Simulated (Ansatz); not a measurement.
# C2H7AlF3N: up Jacob's ladder to CCSD(T)

The task here is to estimate one member of a computed series from the others.

Method: functionals in def2-TZVPP, the program's frozen cores in correlated methods; program: Ansatz 0.2.0, Gaussian basis.

Plan: LDA (SPW92), PBE-D4, revPBE-D4, BLYP-D4, r2SCAN-D4, B97M-V, PBE0-D4, B3LYP-D4, r2SCANh-D4, r2SCAN0-D4, HSE06-D4, BHLYP-D4, CAM-B3LYP-D4, LC-ωPBE, ωB97X-V, ωB97M-V, B2PLYP, PBE-QIDH; CCSD(T)/def2-SVP; MP2/def2-TZVPP; MP2/def2-QZVPP; RPA on PBE.

**The relaxed structure**

An earlier PBE0-D4 in a triple-zeta def2 set relaxation fixed the geometry.

SMILES `C[NH+](C)[Al-]([F])([F])[F]`, 14 atoms, charge 0, spin multiplicity 1.

Atoms are counted from 1 here; the program's logs count them from 0.

Bond lengths: C1–N2 1.473 Å, C1–H8 1.093 Å, C1–H9 1.089 Å, C1–H10 1.090 Å, N2–C3 1.473 Å, N2–Al4 1.982 Å, N2–H11 1.017 Å, C3–H12 1.093 Å, C3–H13 1.089 Å, C3–H14 1.090 Å, Al4–F5 1.659 Å, Al4–F6 1.659 Å, Al4–F7 1.660 Å. Angles: N2–C1–H8 111.0°, N2–C1–H9 109.2°, N2–C1–H10 108.5°, H8–C1–H9 110.0°, H8–C1–H10 109.3°, H9–C1–H10 108.7°, C1–N2–C3 112.2°, C1–N2–Al4 110.9°, C1–N2–H11 108.2°, C3–N2–Al4 110.9°, C3–N2–H11 108.2°, Al4–N2–H11 106.2°, N2–C3–H12 111.0°, N2–C3–H13 109.2°, N2–C3–H14 108.5°, H12–C3–H13 110.0°, H12–C3–H14 109.3°, H13–C3–H14 108.7° and more.

Set-up of the first run:

File in.yaml:

```yaml
crystal:
  periodic: [false, false, false]
  atoms:
    - {symbol: C, position_ang: [-0.222681, 0.126718, 1.459480]}
    - {symbol: N, position_ang: [-0.173387, -0.406540, 0.087067]}
    - {symbol: C, position_ang: [1.182272, -0.840844, -0.292214]}
    - {symbol: Al, position_ang: [-0.881210, 0.914121, -1.209859]}
    - {symbol: F, position_ang: [-0.784101, 0.062038, -2.629881]}
    - {symbol: F, position_ang: [-2.406173, 1.174739, -0.611099]}
    - {symbol: F, position_ang: [0.206938, 2.152998, -1.018441]}
    - {symbol: H, position_ang: [0.150909, -0.606775, 2.178448]}
    - {symbol: H, position_ang: [-1.249903, 0.396139, 1.702057]}
    - {symbol: H, position_ang: [0.394855, 1.023704, 1.505092]}
    - {symbol: H, position_ang: [-0.791378, -1.212870, 0.036802]}
    - {symbol: H, position_ang: [1.567377, -1.582658, 0.411989]}
    - {symbol: H, position_ang: [1.155670, -1.260078, -1.297271]}
    - {symbol: H, position_ang: [1.837610, 0.030106, -0.293169]}
basis:
  gaussian: {orbitals: def2-TZVPP}
hamiltonian: {xc: lda}
output: {orbitals: {seedname: orbitals}}
```

Started as:

```sh
ansatz run in.yaml --threads 4 --pin off --events-out ev --progress --plain --max-ram 11315MiB
```

Among the steps run: LDA; PBE-D4 (GGA); revPBE-D4 (GGA); BLYP-D4 (GGA); r2SCAN-D4 (meta-GGA); B97M-V (meta-GGA); PBE0-D4 (hybrid); B3LYP-D4 (hybrid); r2SCANh-D4 (hybrid); r2SCAN0-D4 (hybrid); HSE06-D4 (hybrid); BHLYP-D4 (hybrid); CAM-B3LYP-D4 (range-separated); LC-ωPBE (range-separated); ωB97X-V (range-separated); ωB97M-V (range-separated); B2PLYP (double hybrid); PBE-QIDH (double hybrid).

One of the session's tables, all rows but one given; the rest of the session is left out.

It belongs to the step «Frontier levels by functional». 

| functional | HOMO (eV) | gap (eV) |
| --- | --- | --- |
| LDA (SPW92) | -8.34 | 7.34 |
| PBE-D4 | ? | ? |
| revPBE-D4 | -8.10 | 7.42 |
| BLYP-D4 | -8.13 | 7.35 |
| r2SCAN-D4 | -8.57 | 8.42 |
| B97M-V | -8.75 | 8.14 |
| PBE0-D4 | -9.82 | 9.89 |
| B3LYP-D4 | -9.60 | 9.33 |
| r2SCANh-D4 | -9.17 | 9.29 |
| r2SCAN0-D4 | -10.06 | 10.56 |
| HSE06-D4 | -9.41 | 9.12 |
| BHLYP-D4 | -11.36 | 12.08 |
| CAM-B3LYP-D4 | -11.30 | 12.15 |
| LC-ωPBE | -12.62 | 14.82 |
| ωB97X-V | -12.29 | 14.27 |
| ωB97M-V | -12.18 | 13.70 |

Q: Estimate the row for PBE-D4 from the others.

As computed: HOMO (eV): -8.19; gap (eV): 7.41. In the column «HOMO (eV)» it lies between LDA (SPW92) (-8.34) and BLYP-D4 (-8.13).
